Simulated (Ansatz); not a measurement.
**CH₃BrClIn: small, medium and large basis sets**

One table from this session's results is given with a row withheld; the runs are named, their logs left out.

Computed with Ansatz 0.2.0, Gaussian basis. Level: one geometry, several basis sets.

The runs, in order: PBE0-D4/def2-SVP; ωB97M-V/def2-SVP; PBE0-D4/def2-QZVPP; ωB97M-V/def2-QZVPP; the functionals' def2-TZVPP values are taken from earlier runs.

## The relaxed structure

All runs share one geometry, relaxed beforehand with PBE0-D4 in a triple-zeta def2 set. In takes the def2 core potential; no spin-orbit term is included.

7 atoms, charge 0, spin multiplicity 1.

Atoms are counted from 1 here; the program's logs count them from 0.

Bond lengths: C1–In2 2.128 Å, C1–H5 1.089 Å, C1–H6 1.089 Å, C1–H7 1.090 Å, In2–Cl3 2.326 Å, In2–Br4 2.462 Å. Angles: In2–C1–H5 109.4°, In2–C1–H6 109.2°, In2–C1–H7 108.5°, H5–C1–H6 110.7°, H5–C1–H7 109.6°, H6–C1–H7 109.4°, C1–In2–Cl3 123.2°, C1–In2–Br4 124.9°, Cl3–In2–Br4 111.9°.

Set-up of the first run:

File in.yaml:

```yaml
crystal:
  periodic: [false, false, false]
  atoms:
    - {symbol: C, position_ang: [-0.131136, 1.135223, -0.020463]}
    - {symbol: In, position_ang: [0.121490, -0.976724, 0.035681]}
    - {symbol: Cl, position_ang: [1.857324, -2.020454, 1.178252]}
    - {symbol: Br, position_ang: [-1.347226, -2.603213, -1.086815]}
    - {symbol: H, position_ang: [-1.177561, 1.369012, -0.208114]}
    - {symbol: H, position_ang: [0.193297, 1.560215, 0.928102]}
    - {symbol: H, position_ang: [0.483811, 1.535940, -0.826642]}
basis:
  gaussian: {orbitals: def2-SVP}
hamiltonian: {xc: pbe0, dispersion: d4}
output: {orbitals: {seedname: orbitals}}
```

Steps of the session up to this table: PBE0-D4 in def2-SVP; ωB97M-V in def2-SVP; PBE0-D4 in def2-QZVPP; ωB97M-V in def2-QZVPP.

One of the session's tables, all rows but one given; the rest of the session is left out.

It belongs to the step «Functionals by basis». 

```
functional       basis  HOMO (eV)  LUMO (eV)
   PBE0-D4    def2-SVP          ?          ?
   PBE0-D4  def2-TZVPP      -8.22      -1.70
   PBE0-D4  def2-QZVPP      -8.23      -1.76
   ωB97M-V    def2-SVP     -10.26       0.19
   ωB97M-V  def2-TZVPP     -10.39       0.00
   ωB97M-V  def2-QZVPP     -10.41      -0.07
```

**Question.** Estimate the row for PBE0-D4, def2-SVP.

The run gave: HOMO (eV): -8.10; LUMO (eV): -1.52. In the column «HOMO (eV)» it is the highest.
